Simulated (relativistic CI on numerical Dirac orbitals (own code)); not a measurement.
**W XIII (W¹²⁺): levels and lines**

Aim: the low levels of W¹²⁺, their labels and the strongest lines; runs with one setting changed show what the result hangs on.

Program: relativistic CI on numerical Dirac orbitals (own code) version 4. Level of theory: Dirac-Coulomb-Breit CI, KLI orbitals optimised for each configuration, model QED (radiative potential, 1s self-energy scaled to tabulated hydrogen-like ionisation energies). These are calculated values, not measurements, unless marked.

### Step 1. The system

* ion: W¹²⁺ (W XIII)
* nuclear charge: 74
* electrons: 62
* isotope: A = 184
* first configuration typed: [Kr] 4d10 4f14 5s2

The outer shells:

first configuration typed
```
[Kr] core
4d [↑↓][↑↓][↑↓][↑↓][↑↓]
4f [↑↓][↑↓][↑↓][↑↓][↑↓][↑↓][↑↓]
5s [↑↓]
```

### Step 2. Base run

Settings, as recorded:

```ini
atom W  Z=74  charge=12  electrons=62
nucleus A=184  rms_radius_fm=5.3658
hamiltonian dirac-coulomb  breit=on  qed=on  c_scale=1
orbitals kli  potential=per-configuration
slater_scale 1
correlation none
mixing on
configurations
  [Kr] 4d10 4f14 5s2
  [Kr] 4d10 4f13 5s2 5p
  [Kr] 4d10 4f14 5s 5p
  [Kr] 4d10 4f14 5s 5d
  [Kr] 4d10 4f13 5s2 5d
  [Kr] 4d10 4f14 5s 5f
  [Kr] 4d10 4f13 5s2 6s
  [Kr] 4d10 4f14 5p 5d
  [Kr] 4d10 4f14 5p2
  [Kr] 4d10 4f13 5p3
  [Kr] 4d10 4f13 5p2 5d
  [Kr] 4d10 4f13 5p2 6s
  [Kr] 4d10 4f14 5d2
  [Kr] 4d10 4f13 5p 5d2
  [Kr] 4d10 4f13 5d3
  [Kr] 4d10 4f13 5d2 6s
end
```

Launch:

```sh
$ python run_levels.py task.json out
```

task.json lists these runs, among others, and the program works through them in turn.

Main fields of the result record, rounded:

```text
{
  "status": "converged",
  "levels [i, E_cm, J2, conf, term, w_term, jj, w_jj, g, tau_s]": [
    [0, 0, 0, "4f14 5s2", "1S", 0.9882, "closed", 0.9882, "-", "-"],
    [1, 10442.208, 6, "4f13 5s2 5p", "3D", 0.6516, "4f7/2^7 5p1/2", 0.9814, 1.232, "-"],
    [2, 14240.431, 8, "4f13 5s2 5p", "3G", 0.4642, "4f7/2^7 5p1/2", 0.9902, 1.072, 9.871],
    [3, 28570.215, 6, "4f13 5s2 5p", "3G", 0.7913, "4f5/2^5 4f7/2^8 5p1/2", 0.9886, 0.8072, 0.019],
    [4, 36077.789, 4, "4f13 5s2 5p", "3F", 0.3759, "4f5/2^5 4f7/2^8 5p1/2", 0.9813, 0.9249, 0.003619],
    [5, 117879.4, 10, "4f13 5s2 5p", "3G", 0.9911, "4f7/2^7 5p3/2", 0.9911, 1.199, 8.722e-05],
    [6, 121470.47, 4, "4f13 5s2 5p", "3D", 0.5455, "4f7/2^7 5p3/2", 0.8733, 1.086, 8.484e-05],
    [7, 127639.34, 6, "4f13 5s2 5p", "1F", 0.4454, "4f7/2^7 5p3/2", 0.9724, 1.121, 7.691e-05],
    [8, 128600.03, 2, "4f13 5s2 5p", "3D", 0.9911, "4f5/2^5 4f7/2^8 5p3/2", 0.9911, 0.4957, 9.491e-05],
    [9, 133673.78, 8, "4f13 5s2 5p", "3F", 0.6626, "4f7/2^7 5p3/2", 0.9558, 1.166, 7.263e-05],
    [10, 139422.68, 8, "4f13 5s2 5p", "3G", 0.5256, "4f5/2^5 4f7/2^8 5p3/2", 0.9565, 1.058, 7.855e-05],
    [11, 147405.94, 4, "4f13 5s2 5p", "3F", 0.6073, "4f5/2^5 4f7/2^8 5p3/2", 0.8749, 0.8146, 7.324e-05],
    [12, 150036.99, 6, "4f13 5s2 5p", "3F", 0.4923, "4f5/2^5 4f7/2^8 5p3/2", 0.9804, 0.9991, 7.504e-05],
    [13, 223999.53, 0, "4f14 5s 5p", "3P*", 0.997, "5s 5p1/2", 0.997, "-", 6.482e-07],
    [14, 241485.66, 2, "4f14 5s 5p", "3P*", 0.8708, "5s 5p1/2", 0.9321, 1.435, 5.624e-10],
    [15, 333188.49, 4, "4f14 5s 5p", "3P*", 0.9952, "5s 5p3/2", 0.9952, 1.5, 1.343e-08],
    [16, 391301.72, 2, "4f14 5s 5p", "1P*", 0.8479, "5s 5p3/2", 0.9145, 1.063, 1.861e-11],
    [17, 530356.85, 0, "4f14 5p2", "3P", 0.7733, "5p1/2^2", 0.9735, "-", 3.254e-11],
    [18, 537184.95, 4, "4f13 5s2 5d", "3P*", 0.8246, "4f7/2^7 5d3/2", 0.8839, 1.437, 8.111e-12],
    [19, 545275.57, 10, "4f13 5s2 5d", "3H*", 0.5579, "4f7/2^7 5d3/2", 0.9681, 1.027, 7.885e-12],
    [20, 551471.57, 6, "4f13 5s2 5d", "3D*", 0.4846, "4f7/2^7 5d3/2", 0.964, 1.186, 7.715e-12],
    [21, 554180.4, 8, "4f13 5s2 5d", "3G*", 0.3501, "4f7/2^7 5d3/2", 0.8742, 1.03, 7.756e-12],
    [22, 555541.32, 2, "4f13 5s2 5d", "3P*", 0.8216, "4f7/2^7 5d5/2", 0.4292, 1.33, 9.58e-12],
    [23, 560457.86, 12, "4f13 5s2 5d", "3H*", 0.9883, "4f7/2^7 5d5/2", 0.9883, 1.166, 1.125e-11],
    [24, 561800.98, 8, "4f13 5s2 5d", "3H*", 0.696, "4f5/2^5 4f7/2^8 5d3/2", 0.8189, 0.9046, 7.965e-12],
    [25, 563822.14, 4, "4f13 5s2 5d", "3D*", 0.3385, "4f7/2^7 5d5/2", 0.8323, 1.054, 1.069e-11],
    [26, 567281.1, 4, "4f13 5s2 5d", "1D*", 0.5571, "4f5/2^5 4f7/2^8 5d3/2", 0.9176, 0.8822, 8.215e-12],
    [27, 568155.03, 0, "4f13 5s2 5d", "3P*", 0.9878, "4f5/2^5 4f7/2^8 5d5/2", 0.9878, "-", 1.151e-11],
    [28, 570714.43, 6, "4f13 5s2 5d", "3D*", 0.4412, "4f7/2^7 5d5/2", 0.767, 1.105, 1.017e-11],
    [29, 571865.4, 8, "4f13 5s2 5d", "3F*", 0.4837, "4f7/2^7 5d5/2", 0.9093, 1.123, 1.093e-11],
    [30, 573069.02, 10, "4f13 5s2 5d", "3G*", 0.6772, "4f7/2^7 5d5/2", 0.8988, 1.137, 1.113e-11],
    [31, 575601.97, 6, "4f13 5s2 5d", "1F*", 0.5258, "4f5/2^5 4f7/2^8 5d3/2", 0.8163, 0.8878, 8.15e-12],
    [32, 578270.52, 2, "4f13 5s2 5d", "3D*", 0.8057, "4f5/2^5 4f7/2^8 5d5/2", 0.7512, 0.6703, 9.609e-12],
    [33, 581522.98, 10, "4f13 5s2 5d", "3H*", 0.3922, "4f5/2^5 4f7/2^8 5d5/2", 0.9008, 1.065, 1.122e-11],
    [34, 584377.04, 4, "4f13 5s2 5d", "3D*", 0.4568, "4f5/2^5 4f7/2^8 5d5/2", 0.963, 0.9522, 1.113e-11],
    "... 165 more rows left out ..."
  ],
  "lines, the strongest and those to the lowest levels [upper, lower, type, S_au, A_per_s, branching]": [
    [4, 1, "M1", 3.036, 275.9, 0.9985],
    [5, 1, "E2", 2.608, 380.1, 0.03315],
    [5, 2, "M1", 4.024, 1.098e+04, 0.958],
    [6, 1, "M1", 1.365, 1.008e+04, 0.8551],
    [6, 2, "E2", 1.308, 415.4, 0.03524],
    [7, 1, "M1", 1.507, 9346, 0.7188],
    [7, 2, "M1", 0.523, 2939, 0.226],
    [7, 2, "E2", 1.75, 524.9, 0.04037],
    [9, 1, "M1", 0.9507, 5332, 0.3873],
    [9, 1, "E2", 1.025, 362.5, 0.02633],
    [9, 2, "M1", 1.415, 7225, 0.5247],
    [9, 2, "E2", 1.396, 422, 0.03065],
    [11, 0, "E2", 0.1839, 286.6, 0.02099],
    [11, 1, "M1", 0.1086, 1505, 0.1103],
    [19, 2, "E1", 4.177, 1.152e+11, 0.9086],
    [20, 1, "E1", 1.948, 8.93e+10, 0.689],
    [23, 5, "E1", 6.576, 8.885e+10, 1],
    [24, 3, "E1", 2.898, 9.892e+10, 0.7879],
    [30, 9, "E1", 3.848, 6.012e+10, 0.6694],
    [33, 10, "E1", 5.349, 8.514e+10, 0.9551],
    [40, 1, "E2", 0.03626, 4.702e+04, "-"],
    [40, 2, "E2", 0.0113, 1.424e+04, "-"],
    [42, 1, "E2", 0.005698, 1.225e+04, "-"],
    [42, 2, "E2", 0.02312, 4.833e+04, "-"],
    [43, 1, "E2", 0.0137, 2.397e+04, "-"],
    [43, 2, "E2", 0.01825, 3.104e+04, "-"],
    [51, 1, "E2", 0.01893, 4.711e+04, "-"],
    [51, 2, "E2", 0.004611, 1.119e+04, "-"],
    [53, 1, "E2", 0.01468, 4.633e+04, "-"],
    [53, 2, "E2", 0.009497, 2.922e+04, "-"],
    [60, 1, "E2", 0.003368, 1.177e+04, "-"],
    [60, 2, "E2", 0.005205, 1.774e+04, "-"],
    [61, 2, "E2", 0.01697, 4.741e+04, "-"],
    [75, 16, "E1", 3.812, 1.282e+11, 0.8962],
    [77, 5, "E1", 0.9663, 8.193e+10, 0.4406],
    [183, 40, "E1", 2.529, 5.676e+10, "-"]
  ],
  "n_levels_all": 1293,
  "total_energy [Ha]": -16082.377108,
  "configurations [conf, odd, states, E_av_cm, breit_Ha, qed_Ha, corr_Ha]": [
    ["4f14 5s2", 0, 1, 8524.45, 17.14, 11.67, "-"],
    ["4f13 5s2 5p", 0, 84, 101306, 17.15, 11.67, "-"],
    ["4f14 5s 5p", 1, 12, 321082, 17.14, 11.66, "-"],
    ["4f14 5s 5d", 0, 20, 777435, 17.13, 11.66, "-"],
    ["4f13 5s2 5d", 1, 140, 576427, 17.14, 11.67, "-"],
    ["4f14 5s 5f", 1, 28, 1.219e+06, 17.13, 11.66, "-"],
    ["4f13 5s2 6s", 1, 28, 856476, 17.14, 11.67, "-"],
    ["4f14 5p 5d", 1, 60, 1.11261e+06, 17.13, 11.65, "-"],
    ["4f14 5p2", 0, 15, 670214, 17.14, 11.66, "-"],
    ["4f13 5p3", 0, 280, 801558, 17.15, 11.66, "-"],
    ["4f13 5p2 5d", 1, 2100, 1.2485e+06, 17.14, 11.66, "-"],
    ["4f13 5p2 6s", 1, 420, 1.54338e+06, 17.14, 11.66, "-"],
    ["4f14 5d2", 0, 45, 1.56639e+06, 17.12, 11.65, "-"],
    ["4f13 5p 5d2", 0, 3780, 1.70687e+06, 17.13, 11.66, "-"],
    "... 2 more rows left out ..."
  ],
  "radial 4f13 5s2 5p [Ha, bohr]": {"<r^-3>(4f)": 20.889, "<r^1>(4f)": 0.55953, "<r^2>(4f)": 0.37649, "<r^4>(4f)": 0.27562, "<r^6>(4f)": 0.34241, "zeta(4f)": 0.022587, "<r^-3>(5p)": 182.97, "<r^1>(5p)": 1.0708, "<r^2>(5p)": 1.28, "<r^4>(5p)": 2.295, "F2(4f,5p)": 0.34344, "G2(4f,5p)": 0.13746, "G4(4f,5p)": 0.11704, "zeta(5p)": 0.33924},
  "ionisation_energy [eV]": 255.131
}
```

It took 2.7 s on 1 thread of Arm Neoverse N1, shared host.

The lowest levels, by name:

| level | energy (cm⁻¹) | LS purity (%) | jj purity (%) | radiative lifetime (s) |
| --- | --- | --- | --- | --- |
| 5s2 1S0 | 0.0 | 99 | 99 | - |
| 4f13 5s2 5p [4f7/2^7 5p1/2] J=3 | 10442.2 | 65 | 98 | - |
| 4f13 5s2 5p [4f7/2^7 5p1/2] J=4 | 14240.4 | 46 | 99 | 9.9 |
| 4f13 5s2 5p 3G3 | 28570 | 79 | 99 | 0.019 |
| 4f13 5s2 5p [4f5/2^5 4f7/2^8 5p1/2] J=2 | 36078 | 38 | 98 | 0.0036 |
| 4f13 5s2 5p 3G5 | 117879 | 99 | 99 | 8.7e-05 |
| 4f13 5s2 5p [4f7/2^7 5p3/2] J=2 | 121470 | 55 | 87 | 8.5e-05 |
| 4f13 5s2 5p [4f7/2^7 5p3/2] J=3 | 127639 | 45 | 97 | 7.7e-05 |
| 4f13 5s2 5p 3D1 | 128600 | 99 | 99 | 9.5e-05 |
| 4f13 5s2 5p [4f7/2^7 5p3/2] J=4 | 133674 | 66 | 96 | 7.3e-05 |
| 4f13 5s2 5p [4f5/2^5 4f7/2^8 5p3/2] J=4 | 139423 | 53 | 96 | 7.9e-05 |
| 4f13 5s2 5p [4f5/2^5 4f7/2^8 5p3/2] J=2 | 147406 | 61 | 87 | 7.3e-05 |
| 4f13 5s2 5p [4f5/2^5 4f7/2^8 5p3/2] J=3 | 150037 | 49 | 98 | 7.5e-05 |
| 5s 5p 3P°0 | 224000 | 100 | 100 | 6.5e-07 |

Where the configurations lie:

| configuration | levels among the lowest 60 | parity | lowest (cm⁻¹) | highest (cm⁻¹) |
| --- | --- | --- | --- | --- |
| 5s2 | 1 | even | 0.0 | 0.0 |
| 4f13 5s2 5p | 12 | even | 10442.2 | 150037 |
| 5s 5p | 4 | odd | 224000 | 391302 |
| 5p2 | 5 | even | 530357 | 768164 |
| 4f13 5s2 5d | 20 | odd | 537185 | 594553 |
| 4f13 5p3 | 14 | even | 672649 | 785995 |
| 5s 5d | 4 | even | 757706 | 775627 |

The strongest allowed lines among the lowest 200 of 1293 levels, ranked by gA:

| upper | lower | wavelength (nm) | A (1/s) |
| --- | --- | --- | --- |
| 4f13 5s2 5d [4f7/2^7 5d3/2] J=5° | 4f13 5s2 5p [4f7/2^7 5p1/2] J=4 | 18.83 | 1.15e+11 |
| 4f13 5s2 5d 3H°6 | 4f13 5s2 5p 3G5 | 22.59 | 8.89e+10 |
| 4f13 5s2 5d [4f5/2^5 4f7/2^8 5d5/2] J=5° | 4f13 5s2 5p [4f5/2^5 4f7/2^8 5p3/2] J=4 | 22.62 | 8.51e+10 |
| 4f13 5s2 5d 3H°4 | 4f13 5s2 5p 3G3 | 18.75 | 9.89e+10 |
| 4f13 5p2 5d [4f7/2^7 5p1/2 5p3/2 5d5/2] J=6° (iii) | 4f13 5p3 [4f7/2^7 5p3/2] J=5 (ii) | 19.08 | 5.68e+10 |
| 4f13 5s2 6s 3F°4 | 4f13 5s2 5p 3G5 | 13.85 | 8.19e+10 |
| 4f13 5s2 5d [4f7/2^7 5d5/2] J=5° | 4f13 5s2 5p [4f7/2^7 5p3/2] J=4 | 22.76 | 6.01e+10 |
| 5s 5d 1D2 | 5s 5p 1P°1 | 22.93 | 1.28e+11 |
| 4f13 5s2 5d [4f7/2^7 5d3/2] J=3° | 4f13 5s2 5p [4f7/2^7 5p1/2] J=3 | 18.48 | 8.93e+10 |
| 4f13 5s2 6s [4f5/2^5 4f7/2^8 6s] J=3° | 4f13 5s2 5p [4f5/2^5 4f7/2^8 5p3/2] J=4 | 13.91 | 8.03e+10 |

### Step 3. Without QED terms

The settings differ from step 2 so:

```diff
@@ -2,3 +2,3 @@
 nucleus A=184  rms_radius_fm=5.3658
-hamiltonian dirac-coulomb  breit=on  qed=on  c_scale=1
+hamiltonian dirac-coulomb  breit=on  qed=off  c_scale=1
 orbitals kli  potential=per-configuration
```

Results of the run:

```text
{
  "status": "converged",
  "levels [i, E_cm, J2, conf, term, w_term, w_jj]": [
    [0, 0, 0, "4f14 5s2", "1S", 0.9883, 0.9883],
    [1, 10144.163, 6, "4f13 5s2 5p", "3D", 0.6517, 0.9814],
    [2, 13943.289, 8, "4f13 5s2 5p", "3G", 0.4643, 0.9902],
    [3, 28200.319, 6, "4f13 5s2 5p", "3G", 0.7913, 0.9886],
    [4, 35707.658, 4, "4f13 5s2 5p", "3F", 0.3758, 0.9813],
    [5, 117481.94, 10, "4f13 5s2 5p", "3G", 0.9911, 0.9911],
    [6, 121065.56, 4, "4f13 5s2 5p", "3D", 0.546, 0.8728],
    [7, 127243.28, 6, "4f13 5s2 5p", "1F", 0.4453, 0.9724],
    [8, 128129.41, 2, "4f13 5s2 5p", "3D", 0.9912, 0.9912],
    [9, 133274.42, 8, "4f13 5s2 5p", "3F", 0.6613, 0.9551],
    [10, 138954.95, 8, "4f13 5s2 5p", "3G", 0.5258, 0.9558],
    [11, 146944.67, 4, "4f13 5s2 5p", "3F", 0.6073, 0.8744],
    [12, 149567.96, 6, "4f13 5s2 5p", "3F", 0.4923, 0.9805],
    [13, 225657.79, 0, "4f14 5s 5p", "3P*", 0.997, 0.997],
    [14, 243137.56, 2, "4f14 5s 5p", "3P*", 0.8709, 0.932],
    [15, 334735.05, 4, "4f14 5s 5p", "3P*", 0.9951, 0.9951],
    "... 184 more rows left out ..."
  ],
  "n_levels_all": 1293,
  "total_energy [Ha]": -16094.047127,
  "configurations [conf, odd, states, E_av_cm, breit_Ha, qed_Ha, corr_Ha]": [
    ["4f14 5s2", 0, 1, 8485.58, 17.14, 11.67, "-"],
    ["4f13 5s2 5p", 0, 84, 100884, 17.15, 11.67, "-"],
    ["4f14 5s 5p", 1, 12, 322664, 17.14, 11.66, "-"],
    ["4f14 5s 5d", 0, 20, 779195, 17.13, 11.66, "-"],
    ["4f13 5s2 5d", 1, 140, 576177, 17.14, 11.67, "-"],
    ["4f14 5s 5f", 1, 28, 1.22074e+06, 17.13, 11.66, "-"],
    ["4f13 5s2 6s", 1, 28, 855511, 17.14, 11.67, "-"],
    ["4f14 5p 5d", 1, 60, 1.11601e+06, 17.13, 11.65, "-"],
    ["4f14 5p2", 0, 15, 673431, 17.14, 11.66, "-"],
    ["4f13 5p3", 0, 280, 804451, 17.15, 11.66, "-"],
    ["4f13 5p2 5d", 1, 2100, 1.25158e+06, 17.14, 11.66, "-"],
    ["4f13 5p2 6s", 1, 420, 1.5458e+06, 17.14, 11.66, "-"],
    ["4f14 5d2", 0, 45, 1.56998e+06, 17.12, 11.65, "-"],
    ["4f13 5p 5d2", 0, 3780, 1.71014e+06, 17.13, 11.66, "-"],
    "... 2 more rows left out ..."
  ],
  "ionisation_energy [eV]": 255.093
}
```

Wall time 2 s (1 thread of Arm Neoverse N1, shared host).

How the levels moved (cm⁻¹, from the main run's lowest level):

| level | main run | shift |
| --- | --- | --- |
| 4f13 5s2 5p [4f7/2^7 5p1/2] J=3 | 10442.2 | -298.0 |
| 4f13 5s2 5p [4f7/2^7 5p1/2] J=4 | 14240.4 | -297.1 |
| 4f13 5s2 5p 3G3 | 28570 | -369.9 |
| 4f13 5s2 5p [4f5/2^5 4f7/2^8 5p1/2] J=2 | 36078 | -370.1 |
| 4f13 5s2 5p 3G5 | 117879 | -397.5 |
| 4f13 5s2 5p [4f7/2^7 5p3/2] J=2 | 121470 | -404.9 |
| 4f13 5s2 5p [4f7/2^7 5p3/2] J=3 | 127639 | -396.1 |
| 4f13 5s2 5p 3D1 | 128600 | -470.6 |
| 4f13 5s2 5p [4f7/2^7 5p3/2] J=4 | 133674 | -399.4 |
| 4f13 5s2 5p [4f5/2^5 4f7/2^8 5p3/2] J=4 | 139423 | -467.7 |
| 4f13 5s2 5p [4f5/2^5 4f7/2^8 5p3/2] J=2 | 147406 | -461.3 |
| 4f13 5s2 5p [4f5/2^5 4f7/2^8 5p3/2] J=3 | 150037 | -469.0 |

### Step 4. Non-relativistic limit (c × 1000)

The settings differ from step 3 so:

```diff
@@ -2,3 +2,3 @@
 nucleus A=184  rms_radius_fm=5.3658
-hamiltonian dirac-coulomb  breit=on  qed=off  c_scale=1
+hamiltonian dirac-coulomb  breit=off  qed=off  c_scale=1000
 orbitals kli  potential=per-configuration
```

Results of the run:

```text
{
  "status": "converged",
  "levels [i, E_cm, J2, conf, term, w_term, w_jj]": [
    [0, 0, 0, "4f14 5s2", "1S", 0.9804, 0.9804],
    [1, 196396.06, 6, "4f13 5s2 5p", "3D", 0.987, 0.5371],
    [2, 196396.1, 4, "4f13 5s2 5p", "3D", 0.987, 0.3917],
    [3, 196396.13, 2, "4f13 5s2 5p", "3D", 0.987, 0.987],
    [4, 196744.55, 0, "4f14 5s 5p", "3P*", 0.9964, 0.9964],
    [5, 196744.58, 2, "4f14 5s 5p", "3P*", 0.9964, 0.6643],
    [6, 196744.63, 4, "4f14 5s 5p", "3P*", 0.9964, 0.9964],
    [7, 202929.38, 6, "4f13 5s2 5p", "3G", 0.9868, 0.725],
    [8, 202929.4, 8, "4f13 5s2 5p", "3G", 0.9868, 0.5287],
    [9, 202929.43, 10, "4f13 5s2 5p", "3G", 0.9868, 0.9868],
    [10, 209607.63, 8, "4f13 5s2 5p", "1G", 0.987, 0.423],
    [11, 214535.98, 4, "4f13 5s2 5p", "1D", 0.986, 0.5634],
    "... 188 more rows left out ..."
  ],
  "n_levels_all": 1293,
  "total_energy [Ha]": -15243.140427,
  "configurations [conf, odd, states, E_av_cm, breit_Ha, qed_Ha, corr_Ha]": [
    ["4f14 5s2", 0, 1, 10977.7, 0, 0, "-"],
    ["4f13 5s2 5p", 0, 84, 217087, 0, 0, "-"],
    ["4f14 5s 5p", 1, 12, 220447, 0, 0, "-"],
    ["4f14 5s 5d", 0, 20, 619180, 0, 0, "-"],
    ["4f13 5s2 5d", 1, 140, 633791, 0, 0, "-"],
    ["4f14 5s 5f", 1, 28, 1.05326e+06, 0, 0, "-"],
    ["4f13 5s2 6s", 1, 28, 977086, 0, 0, "-"],
    ["4f14 5p 5d", 1, 60, 849166, 0, 0, "-"],
    ["4f14 5p2", 0, 15, 464747, 0, 0, "-"],
    ["4f13 5p3", 0, 280, 704423, 0, 0, "-"],
    ["4f13 5p2 5d", 1, 2100, 1.0922e+06, 0, 0, "-"],
    ["4f13 5p2 6s", 1, 420, 1.4479e+06, 0, 0, "-"],
    ["4f14 5d2", 0, 45, 1.24428e+06, 0, 0, "-"],
    ["4f13 5p 5d2", 0, 3780, 1.49072e+06, 0, 0, "-"],
    "... 2 more rows left out ..."
  ]
}
```

It took 1.7 s on 1 thread of Arm Neoverse N1, shared host.

Shifts of the excitation energies against the main run, counted from its lowest level (cm⁻¹): (levels that can't be paired are left out)

| level | main run | shift |
| --- | --- | --- |
| 4f13 5s2 5p [4f7/2^7 5p1/2] J=3 | 10442.2 | +185953.9 |
| 4f13 5s2 5p [4f7/2^7 5p1/2] J=4 | 14240.4 | +188689.0 |
| 4f13 5s2 5p 3G3 | 28570 | +174359.2 |
| 4f13 5s2 5p 3G5 | 117879 | +85050.0 |
| 4f13 5s2 5p [4f7/2^7 5p3/2] J=3 | 127639 | +93793.8 |
| 4f13 5s2 5p 3D1 | 128600 | +67796.1 |
| 4f13 5s2 5p [4f5/2^5 4f7/2^8 5p3/2] J=2 | 147406 | +74044.1 |
| 4f13 5s2 5p [4f5/2^5 4f7/2^8 5p3/2] J=3 | 150037 | +71413.0 |

### Step 5. What each setting moved

| run | time | mean size of shift, levels followed (cm⁻¹) | lowest level | ionisation energy (eV) |
| --- | --- | --- | --- | --- |
| main run | 2.7 s | 0 | 5s2 1S0 | 255.13 |
| without QED terms | 2 s | 400 | 5s2 1S0 | 255.09 |
| non-relativistic limit (c × 1000) | 1.7 s | 117637 | 5s2 1S0 | - |

The semi-empirical ionisation energy (NIST) is 258.3 eV.

### Step 6. What came out

| quantity | value |
| --- | --- |
| lowest level | 5s2 1S0 |
| first excitation | 4f13 5s2 5p [4f7/2^7 5p1/2] J=3, 10442.2 cm⁻¹ |
| lowest level of the other parity | 5s 5p 3P°0, 224000 cm⁻¹ |
| levels in the model | 1293 |
| fastest E1 line (by rate) to the lowest level among the lowest 200 of 1293 levels | 16.82 nm, from 4f13 5s2 5d 1P°1 |
| ionisation energy | 255.13 eV |
| ionisation energy, semi-empirical (NIST) | 258.3 eV |

**Reading.** 5s2 1S0 comes out lowest; its LS label holds 99 % and its jj label 99 %; over the low levels the means are 69 and 96 %, so jj coupling describes them better. Against the semi-empirical ionisation energy the result lies 1.2 % low. Of the changes tried, the run «non-relativistic limit (c × 1000)» moves the low levels most, by 117637 cm⁻¹ on average. Low levels that differ in the count of f electrons can be misplaced by several ten thousand cm⁻¹. Lifetimes count radiative decay inside the model alone.
